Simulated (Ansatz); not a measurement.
# C₂H₇NSi: small, medium and large basis sets

The task here is to estimate one member of a computed series from the others.

Program: Ansatz 0.2.0, Gaussian basis. Level of theory: one geometry, several basis sets. These are calculated values, not measurements.

Levels to be run: PBE0-D4/def2-SVP; ωB97M-V/def2-SVP; PBE0-D4/def2-QZVPP; ωB97M-V/def2-QZVPP; CCSD(T)/cc-pV(D+d)Z; CCSD(T)/cc-pV(T+d)Z; CCSD(T)/cc-pV(Q+d)Z; the functionals' def2-TZVPP values are taken from earlier runs.

## The relaxed structure

All runs share one geometry, relaxed beforehand with PBE0-D4 in a triple-zeta def2 set.

SMILES `C=CN[SiH3]`, 11 atoms, charge 0, spin multiplicity 1.

Atoms are counted from 1 here; the program's logs count them from 0.

Bond lengths: C1–C2 1.332 Å, C1–H5 1.085 Å, C1–H6 1.080 Å, C2–N3 1.382 Å, C2–H7 1.088 Å, N3–Si4 1.728 Å, N3–H8 1.009 Å, Si4–H9 1.484 Å, Si4–H10 1.490 Å, Si4–H11 1.485 Å. Angles: C2–C1–H5 122.0°, C2–C1–H6 120.2°, H5–C1–H6 117.8°, C1–C2–N3 126.7°, C1–C2–H7 119.6°, N3–C2–H7 113.8°, C2–N3–Si4 125.6°, C2–N3–H8 114.5°, Si4–N3–H8 119.2°, N3–Si4–H9 106.8°, N3–Si4–H10 113.8°, N3–Si4–H11 108.6°, H9–Si4–H10 108.7°, H9–Si4–H11 111.3°, H10–Si4–H11 107.8°.

Set-up of the first run:

File in.yaml:

```yaml
crystal:
  periodic: [false, false, false]
  atoms:
    - {symbol: C, position_ang: [-0.320604, 2.127372, -0.175533]}
    - {symbol: C, position_ang: [-0.424283, 0.838368, 0.144269]}
    - {symbol: N, position_ang: [0.306884, -0.205437, -0.389620]}
    - {symbol: Si, position_ang: [0.315015, -1.830775, 0.197851]}
    - {symbol: H, position_ang: [0.396198, 2.482023, -0.908389]}
    - {symbol: H, position_ang: [-0.965109, 2.856943, 0.293181]}
    - {symbol: H, position_ang: [-1.155777, 0.526831, 0.886658]}
    - {symbol: H, position_ang: [0.980660, 0.069536, -1.088161]}
    - {symbol: H, position_ang: [0.893949, -2.673253, -0.877805]}
    - {symbol: H, position_ang: [1.121304, -2.018161, 1.436571]}
    - {symbol: H, position_ang: [-1.083036, -2.230548, 0.501578]}
basis:
  gaussian: {orbitals: def2-SVP}
hamiltonian: {xc: pbe0, dispersion: d4}
output: {orbitals: {seedname: orbitals}}
```

Run with:

```bash
$ ansatz run in.yaml --threads 2 --pin off --events-out ev --progress --plain --max-ram 22528MiB --backend cpu
```

Among the steps run: PBE0-D4 in def2-SVP; ωB97M-V in def2-SVP; PBE0-D4 in def2-QZVPP; ωB97M-V in def2-QZVPP.

One of the session's tables, all rows but one given; the rest of the session is left out.

```
functional       basis  HOMO (eV)  LUMO (eV)
   PBE0-D4    def2-SVP      -6.03       0.84
   PBE0-D4  def2-TZVPP      -6.15       0.32
   PBE0-D4  def2-QZVPP      -6.18       0.11
   ωB97M-V    def2-SVP      -8.22       2.74
   ωB97M-V  def2-TZVPP          ?          ?
   ωB97M-V  def2-QZVPP      -8.37       1.43
```

**Question.** Estimate the row for ωB97M-V, def2-TZVPP.

The run gave: HOMO (eV): -8.35; LUMO (eV): 1.93. In the column «HOMO (eV)» it lies between ωB97M-V, def2-QZVPP (-8.37) and ωB97M-V, def2-SVP (-8.22).
